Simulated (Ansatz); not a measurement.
# BNH2Cl (SMILES N[B]Cl) at UBHLYP/def2-TZVP

What is the electronic atomisation energy of BNH2Cl at UBHLYP/def2-TZVP? 

The results are computed with Ansatz 0.2.0.

61 further runs of the same task are left out: 61 set aside as unsound or not needed.

## (1) The molecule

BNH2Cl has 5 atoms, charge 0, and is taken as a doublet. SMILES: `N[B]Cl`. Geometry: relaxed at PBE0-D4/def2-TZVP. This is one conformer, not always the lowest.

Bond lengths: N1–B2 1.376 Å, B2–Cl3 1.746 Å, N1–H4 1.005 Å, N1–H5 1.010 Å. Angles: N1–B2–Cl3 124.3°, B2–N1–H4 122.3°, B2–N1–H5 123.4°, H4–N1–H5 114.3°.

## (2) A single-point energy at UBHLYP/def2-TZVP

Input file molecule.yaml:

```yaml
crystal:
  periodic: [false, false, false]
  atoms:
    - {symbol: "N", position_ang: [-0.334000, 0.412100, -0.256700]}
    - {symbol: B, position_ang: [-0.098400, -0.544600, 0.704400]}
    - {symbol: Cl, position_ang: [1.343200, -1.526200, 0.784600]}
    - {symbol: H, position_ang: [-1.176700, 0.959900, -0.273100]}
    - {symbol: H, position_ang: [0.315800, 0.625100, -1.000600]}
basis:
  gaussian: {orbitals: def2-TZVP}
magnetization: {spin_polarized: true, initial_magnetization: 1}
hamiltonian: {xc: {name: BHLYP}}
accuracy: high
output: {orbitals: {seedname: orbitals}}
```

Run with:

```bash
$ ansatz run molecule.yaml --threads 1 --pin off --max-ram 3480MiB --events-out events.jsonl --progress --plain --runs-dir runs
```

Log:

```text
Warning: RAYON_NUM_THREADS=1 ignored (pool sized by the plan → 1); use --threads N
Functional definition: BHLYP
  name "BHLYP"
  parameter a = 0.5
  exchange = (1 - a)*b88_x + a*exact_x
  correlation = lyp_c
1844 factors; integrals over basis functions are off by at most 3.6e-9 eV
mean field evaluation 1: about -14717.4748 eV, gradient 3.4e1 eV
mean field evaluation 2: about -14716.7409 eV, gradient 3.6e1 eV
mean field evaluation 4: about -14721.8429 eV, gradient 1.0e0 eV
mean field evaluation 8: about -14721.9206 eV, gradient 7.5e-2 eV
mean field evaluation 16: about -14721.9206 eV, gradient 1.0e-4 eV
mean field -14721.92063699 eV, -541.0206045333 hartree, gradient 3.2e-8 eV, S^2 0.752924; 0 other end points of the search recorded, 0 dependent functions left out
reference -14721.92065957 eV, -541.0206053630 hartree; 16, 15 occupied and 95, 96 virtual orbitals, 1844 factors
Total energy: -14721.92065957 eV, -541.0206053630 hartree
```

It took 12 s on 1 thread of Arm Neoverse V2, shared host; peak memory 0.38 GiB.

## (3) The B atom, same level

Input file run.yaml:

```yaml
basis:
  gaussian:
    orbitals: def2-TZVP
crystal:
  periodic: [false, false, false]
  atoms:
    - {symbol: B, position_ang: [0.000000, 0.000000, 0.000000]}
magnetization:
  spin_polarized: true
  initial_magnetization: 1
hamiltonian:
  xc: {name: BHLYP}
accuracy: high
```

Run with:

```bash
$ ansatz run run.yaml --threads 1 --pin off --max-ram 3480MiB --events-out events.jsonl --progress --plain --runs-dir runs
```

Log:

```text
Warning: RAYON_NUM_THREADS=1 ignored (pool sized by the plan → 1); use --threads N
Functional definition: BHLYP
  name "BHLYP"
  parameter a = 0.5
  exchange = (1 - a)*b88_x + a*exact_x
  correlation = lyp_c
312 factors; integrals over basis functions are off by at most 3.0e-9 eV
mean field evaluation 1: about -670.7452 eV, gradient 3.0e0 eV
mean field evaluation 2: about -670.8520 eV, gradient 8.6e-1 eV
mean field evaluation 4: about -670.8637 eV, gradient 7.6e-2 eV
mean field evaluation 8: about -670.8638 eV, gradient 1.4e-4 eV
mean field evaluation 16: about -670.8638 eV, gradient 1.1e-8 eV
mean field -670.86383829 eV, -24.6537913294 hartree, gradient 1.1e-8 eV, S^2 0.754815; 0 other end points of the search recorded, 0 dependent functions left out
reference -670.86385361 eV, -24.6537918924 hartree; 3, 2 occupied and 28, 29 virtual orbitals, 312 factors
Total energy: -670.86385361 eV, -24.6537918924 hartree
```

Wall time 0.49 s (1 thread of Arm Neoverse V2, shared host).

## (4) The Cl atom, same level

Input file job.yaml:

```yaml
crystal:
  periodic: [false, false, false]
  atoms:
    - {symbol: Cl, position_ang: [0.000000, 0.000000, 0.000000]}
basis:
  gaussian:
    orbitals: def2-TZVP
magnetization:
  spin_polarized: true
  initial_magnetization: 1
hamiltonian:
  xc: {name: BHLYP}
accuracy: high
```

Run the same way, it converges to -460.15609 Eh (log not shown).

## (5) The H atom, same level

Input file in.yaml:

```yaml
crystal:
  periodic: [false, false, false]
  atoms:
    - {symbol: H, position_ang: [0.000000, 0.000000, 0.000000]}
basis:
  gaussian: {orbitals: def2-TZVP}
magnetization: {spin_polarized: true, initial_magnetization: 1}
hamiltonian: {xc: {name: BHLYP}}
accuracy: high
```

Run the same way, it converges to -0.49854 Eh (log not shown).

## (6) The N atom, same level

Input file run.yaml:

```yaml
crystal:
  periodic: [false, false, false]
  atoms:
    - {symbol: N, position_ang: [0.000000, 0.000000, 0.000000]}
basis:
  gaussian: {orbitals: def2-TZVP}
magnetization: {spin_polarized: true, initial_magnetization: 3}
hamiltonian: {xc: {name: BHLYP}}
accuracy: high
```

Run with:

```bash
$ ansatz run run.yaml --threads 1 --pin off --max-ram 3480MiB --events-out events.jsonl --progress --plain --runs-dir runs
```

Log:

```text
Warning: RAYON_NUM_THREADS=1 ignored (pool sized by the plan → 1); use --threads N
Functional definition: BHLYP
  name "BHLYP"
  parameter a = 0.5
  exchange = (1 - a)*b88_x + a*exact_x
  correlation = lyp_c
312 factors; integrals over basis functions are off by at most 3.3e-9 eV
mean field evaluation 1: about -1485.4171 eV, gradient 5.1e0 eV
mean field evaluation 2: about -1485.4837 eV, gradient 1.5e0 eV
mean field evaluation 4: about -1485.4925 eV, gradient 3.1e-1 eV
mean field evaluation 8: about -1485.4928 eV, gradient 1.9e-4 eV
mean field -1485.49281884 eV, -54.5908541892 hartree, gradient 6.6e-8 eV, S^2 3.754358; 0 other end points of the search recorded, 0 dependent functions left out
reference -1485.49283194 eV, -54.5908546707 hartree; 5, 2 occupied and 26, 29 virtual orbitals, 312 factors
Total energy: -1485.49283194 eV, -54.5908546707 hartree
```

Wall time 0.43 s (1 thread of Arm Neoverse V2, shared host).

## (7) Results

Level: UBHLYP/def2-TZVP.

| quantity | value |
| --- | --- |
| molecule: total energy | -541.02061 Eh |
| molecule: HOMO energy (highest over α and β) | -7.02 eV |
| molecule: LUMO energy (lowest over α and β) | -0.64 eV |
| molecule: ⟨S²⟩ | 0.753 |
| B atom: total energy | -24.65379 Eh |
| B atom: ⟨S²⟩ | 0.755 |
| Cl atom: total energy | -460.15609 Eh |
| Cl atom: ⟨S²⟩ | 0.755 |
| H atom: total energy | -0.49854 Eh |
| H atom: ⟨S²⟩ | 0.750 |
| N atom: total energy | -54.59085 Eh |
| N atom: ⟨S²⟩ | 3.754 |
| electronic atomisation energy | 16.947 eV |

What this shows: Taking the molecule apart into free atoms costs 16.95 eV (1635 kJ/mol), before zero-point energy and without spin-orbit coupling.
